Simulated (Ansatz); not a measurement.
# Zn2S3: the cost of one run

Program: Ansatz 0.2.0. Level of theory: DFT PBE, scalar-relativistic, plane waves, PAW. These are calculated values, not measurements.

### 1 The starting structure

The structure is trigonal, space group P321 (No. 150). The conventional cell has a = 3.993 Å, b = 3.993 Å, c = 6.219 Å, α = 90.00°, β = 90.00°, γ = 120.00°. Zn (site symmetry 3) is surrounded by 3 S at 2.18 Å. S (site symmetry 2) is surrounded by 2 S at 1.73 Å and 2 Zn at 2.18 Å.

Coordinates:

```
CELL_PARAMETERS angstrom
3.99349 0.00000 0.00000
-1.99674 3.45846 0.00000
0.00000 0.00000 6.21886
ATOMIC_POSITIONS crystal
Zn 0.33333 0.66667 0.25000
Zn 0.66667 0.33333 0.75000
S 0.25000 0.25000 0.00000
S 0.75000 0.00000 0.00000
S 0.00000 0.75000 0.00000
```

(A quick probe on a coarse mesh, which set the mesh and smearing, is not shown.)

### 3 Coarse relaxation

Input file input.yaml:

```yaml
crystal:
  lattice:
    - [3.9934863359, 0.0, 0.0]
    - [-1.9967431679, 3.4584606165, 0.0]
    - [0.0, 0.0, 6.218864106]
  atoms:
    - { symbol: Zn, position: [0.3333333333, 0.6666666667, 0.25] }
    - { symbol: Zn, position: [0.6666666667, 0.3333333333, 0.75] }
    - { symbol: S, position: [0.25, 0.25, 0.0] }
    - { symbol: S, position: [0.75, 0.0, 0.0] }
    - { symbol: S, position: [0.0, 0.75, 0.0] }
basis:
  ecutwfc: 420
kpoints:
  mp_grid: { grid: [6, 6, 4] }
hamiltonian:
  xc: pbe
scf:
  occupations: { method: gaussian, width: 0.1 }
  lower_state_search: "off"
output:
  forces: true
  stress: true
  eigenvalues: true
relax:
  adjacent_minimum: "off"
  f_tol: 0.04
  max_steps: 70
  cell: { stress_tol: 0.4 }
```

On the command line:

```
$ ansatz run input.yaml --threads 1 --pin off --max-ram 2560MiB --backend cpu --events-out ev --progress --plain --runs-dir out
```

**Question.** How long does this run take on 1 thread of Arm Neoverse V2, shared host, and how much memory does it need?

About 77 s, with a peak of 0.33 GiB.
